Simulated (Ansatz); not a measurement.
**CH₂BBrFN: how energies converge with the basis set**

One table from this session's results is given with a row withheld; the runs are named, their logs left out.

Computed with Ansatz 0.2.0, Gaussian basis. Level: one geometry, several basis sets.

Levels to be run: PBE0-D4/def2-SVP; ωB97M-V/def2-SVP; PBE0-D4/def2-QZVPP; ωB97M-V/def2-QZVPP; the functionals' def2-TZVPP values are taken from earlier runs.

### The relaxed structure

An earlier PBE0-D4 in a triple-zeta def2 set relaxation fixed the geometry.

SMILES `C=NB(F)Br`, 7 atoms, charge 0, spin multiplicity 1.

Atoms are counted from 1 here; the program's logs count them from 0.

Bond lengths: C1–N2 1.243 Å, C1–H6 1.094 Å, C1–H7 1.096 Å, N2–B3 1.377 Å, B3–F4 1.325 Å, B3–Br5 1.927 Å. Angles: N2–C1–H6 120.9°, N2–C1–H7 122.5°, H6–C1–H7 116.6°, C1–N2–B3 154.1°, N2–B3–F4 121.6°, N2–B3–Br5 119.8°, F4–B3–Br5 118.5°.

Coordinates:

```
C     0.30291   -0.22588    1.28451
N    -0.28416   -0.04177    0.20500
B    -0.35317    0.05173   -1.16701
F    -0.74723   -0.96977   -1.91300
Br    0.00576    1.73609   -2.03125
H    -0.22684   -0.12188    2.23630
H     1.36393   -0.49652    1.33983
```

Set-up of the first run:

Input file in.yaml:

```yaml
crystal:
  periodic: [false, false, false]
  atoms:
    - {symbol: C, position_ang: [0.302908, -0.225877, 1.284513]}
    - {symbol: N, position_ang: [-0.284163, -0.041770, 0.205004]}
    - {symbol: B, position_ang: [-0.353171, 0.051731, -1.167005]}
    - {symbol: F, position_ang: [-0.747233, -0.969770, -1.912995]}
    - {symbol: Br, position_ang: [0.005764, 1.736087, -2.031246]}
    - {symbol: H, position_ang: [-0.226839, -0.121879, 2.236298]}
    - {symbol: H, position_ang: [1.363933, -0.496524, 1.339830]}
basis:
  gaussian: {orbitals: def2-SVP}
hamiltonian: {xc: pbe0, dispersion: d4}
output: {orbitals: {seedname: orbitals}}
```

Among the steps run: PBE0-D4 in def2-SVP; ωB97M-V in def2-SVP; PBE0-D4 in def2-QZVPP; ωB97M-V in def2-QZVPP.

One table of the session follows, with a row left open; its other results are not shown here.

It belongs to the step «Functionals by basis». 

```
functional       basis  HOMO (eV)
   PBE0-D4    def2-SVP      -7.75
   PBE0-D4  def2-TZVPP          ?
   PBE0-D4  def2-QZVPP      -7.88
   ωB97M-V    def2-SVP      -9.96
   ωB97M-V  def2-TZVPP     -10.09
   ωB97M-V  def2-QZVPP     -10.11
```

Estimate the missing values for PBE0-D4, def2-TZVPP.

As computed: HOMO (eV): -7.86. In the column «HOMO (eV)» it lies between PBE0-D4, def2-QZVPP (-7.88) and PBE0-D4, def2-SVP (-7.75).
